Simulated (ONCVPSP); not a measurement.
# An ONCV potential for Br, from input to tests

Aim: build the potential from the settings below, then test how well it stands in for the atom: other configurations, scattering, ghost states and the plane-wave cutoff that it needs.

Program: ONCVPSP 4.0.1. Reference atom: PBEsol, scalar-relativistic, spherical and spin-unpolarised. All values are calculated.

## (1) Settings

Typed settings, in words:

* element: bromine (Br, Z = 35)
* type: optimised norm-conserving Vanderbilt (ONCV)
* frozen core: [Ar]
* valence charge: 17
* reference configuration: 3d10 4s2 4p5
* partial waves: 4s: rc 1.45 bohr, ncon 4, nbas 9, qcut 4.6 1/bohr, 2 projectors, debl 0.6 Ha; 4p: rc 1.60 bohr, ncon 4, nbas 7, qcut 5.5 1/bohr, 1 projector; 3d: rc 0.65 bohr, ncon 4, nbas 9, qcut 23.2 1/bohr, 2 projectors, debl 1.3 Ha; f scattering state at 0.4 Ha: rc 1.65 bohr, ncon 3, nbas 7, qcut 6 1/bohr, 3 projectors, debl 2.4 Ha
* local potential: polynomial inside 0.50 bohr (lpopt 5, dvloc0 0 Ha)
* core correction: polynomial model core, fcfact 0.25

The outer shells as boxes (Hund's rule for the drawing; the calculation is spin-unpolarised):

```
[Ar] core
3d [↑↓][↑↓][↑↓][↑↓][↑↓]
4s [↑↓]
4p [↑↓][↑↓][↑ ]
```

An earlier all-electron run gives the scale for the radii.

All-electron outer shells of the reference configuration (PBEsol, scalar-relativistic, ld1.x):

```tsv
shell	level (eV)	outermost node (bohr)	outermost maximum (bohr)
3s	-237.63	0.23	0.48
3p	-173.26	0.21	0.48
3d	-66.71	–	0.43
4s	-20.13	0.67	1.41
4p	-7.85	0.70	1.66
```

## (2) Generation

Contents of Br.dat:

```
# ATOM AND REFERENCE CONFIGURATION
# atsym  z   nc   nv     iexc    psfile
  Br 35.00    5    3  -116133      upf
#
#   n    l    f
    1    0    2.00
    2    0    2.00
    2    1    6.00
    3    0    2.00
    3    1    6.00
    3    2   10.00
    4    0    2.00
    4    1    5.00
#
# PSEUDOPOTENTIAL AND OPTIMIZATION
# lmax
    3
#
#   l,   rc,      ep,       ncon, nbas, qcut
    0    1.45    0.00    4    9    4.60
    1    1.60    0.00    4    7    5.50
    2    0.65    0.00    4    9   23.20
    3    1.65    0.40    3    7    6.00
#
# LOCAL POTENTIAL
# lloc, lpopt,  rc(5),   dvloc0
    4    5    0.50    0.00
#
# VANDERBILT-KLEINMAN-BYLANDER PROJECTORs
# l, nproj, debl
    0    2    0.60
    1    1    1.90
    2    2    1.30
    3    3    2.40
#
# MODEL CORE CHARGE
# icmod, fcfact, rcfact
    1    0.25    0.00
#
# LOG DERIVATIVE ANALYSIS
# epsh1, epsh2, depsh
   -4.00    5.00    0.02
#
# OUTPUT GRID
# rlmax, drl
    6.00    0.01
#
# TEST CONFIGURATIONS
# ncnf
    4
# nvcnf
#   n    l    f
    3
    3    2   10.00
    4    0    2.00
    4    1    4.00
#
    3
    3    2   10.00
    4    0    2.00
    4    1    3.00
#
    3
    3    2   10.00
    4    0    2.00
    4    1    2.00
#
    3
    3    2   10.00
    4    0    2.00
    4    1    1.00
#
```

On the command line:

```console
$ oncvpsp.x < Br.dat > Br.out
```

Before running it: what results should come out? Wanted: cutoffs for 1 and 0.1 mHa per electron, occupied waves; bound ghosts; GHOST(+) flags; largest test error; largest phase difference near zero energy, channels read; rms error of d²Exc/dn², without and with the model core; projector energies reset by the program.

The runs gave:

| quantity | value |
| --- | --- |
| cutoffs for 1 and 0.1 mHa per electron, occupied waves | 223 Ha and 247 Ha |
| bound ghosts | s at -588.75 eV, p at -210.48 eV |
| GHOST(+) flags | none at low energy |
| largest test error (AE − PS) | +27 meV, for 3d10 4s2 4p1 |
| largest phase difference near zero energy, channels read | 0.003 rad |
| rms error of d²Exc/dn², without and with the model core | 8.56 and 4.41 mHa |
| projector energies reset by the program | s: -0.740, 0.250 Ha; d: -2.452, 0.250 Ha |

**Reading.** A bound ghost (s, p) makes it unfit for use: electrons can fall into a state that the atom doesn't have. The worst unpolarised test, 3d10 4s2 4p1, is off by 27 meV on 115.4 eV; by total energies transferability rates as fair. That test lies far up in energy; among those under 40 eV, nearer to bonding, the largest error is 3.6 meV. The potential is very hard: the looser tolerance needs 223 Ha. At the looser tolerance the 3d wave is the slowest; 4s needs 20 Ha. Near zero energy the phases of the channels with partial waves agree within 0.003 rad. All of this concerns the isolated atom, not yet a solid.
